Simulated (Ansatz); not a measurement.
# CClFInN: small, medium and large basis sets

One table from this session's results is given with a row withheld; the runs are named, their logs left out.

Program: Ansatz 0.2.0, Gaussian basis. Level of theory: one geometry, several basis sets. These are calculated values, not measurements.

Levels to be run: PBE0-D4/def2-SVP; ωB97M-V/def2-SVP; PBE0-D4/def2-QZVPP; ωB97M-V/def2-QZVPP; the functionals' def2-TZVPP values are taken from earlier runs.

### The relaxed structure

An earlier PBE0-D4 in a triple-zeta def2 set relaxation fixed the geometry. In takes the def2 core potential; no spin-orbit term is included.

SMILES `N#[C][In]([F])[Cl]`, 5 atoms, charge 0, spin multiplicity 1.

Atoms are counted from 1 here; the program's logs count them from 0.

Bond lengths: N1–C2 1.152 Å, C2–In3 2.082 Å, In3–F4 1.924 Å, In3–Cl5 2.280 Å. Angles: N1–C2–In3 178.9°, C2–In3–F4 118.2°, C2–In3–Cl5 125.8°, F4–In3–Cl5 115.9°.

Set-up of the first run:

in.yaml reads:

```yaml
crystal:
  periodic: [false, false, false]
  atoms:
    - {symbol: N, position_ang: [-1.392608, 1.451352, 1.648783]}
    - {symbol: C, position_ang: [-0.781871, 0.784371, 0.934852]}
    - {symbol: In, position_ang: [0.330374, -0.389556, -0.376358]}
    - {symbol: F, position_ang: [0.434397, -2.280855, -0.039717]}
    - {symbol: Cl, position_ang: [1.459708, 0.360989, -2.209062]}
basis:
  gaussian: {orbitals: def2-SVP}
hamiltonian: {xc: pbe0, dispersion: d4}
output: {orbitals: {seedname: orbitals}}
```

Among the steps run: PBE0-D4 in def2-SVP; ωB97M-V in def2-SVP; PBE0-D4 in def2-QZVPP; ωB97M-V in def2-QZVPP.

One of the session's tables, all rows but one given; the rest of the session is left out.

It belongs to the step «Density functionals: the series». 

| functional | basis | HOMO (eV) | LUMO (eV) |
| --- | --- | --- | --- |
| PBE0-D4 | def2-SVP | -9.74 | -2.54 |
| PBE0-D4 | def2-TZVPP | ? | ? |
| PBE0-D4 | def2-QZVPP | -9.91 | -2.75 |
| ωB97M-V | def2-SVP | -11.99 | -0.72 |
| ωB97M-V | def2-TZVPP | -12.20 | -0.90 |
| ωB97M-V | def2-QZVPP | -12.23 | -0.93 |

Q: Estimate the row for PBE0-D4, def2-TZVPP from the others.

**Answer.** HOMO (eV): -9.89; LUMO (eV): -2.72. In the column «HOMO (eV)» it lies between PBE0-D4, def2-QZVPP (-9.91) and PBE0-D4, def2-SVP (-9.74).
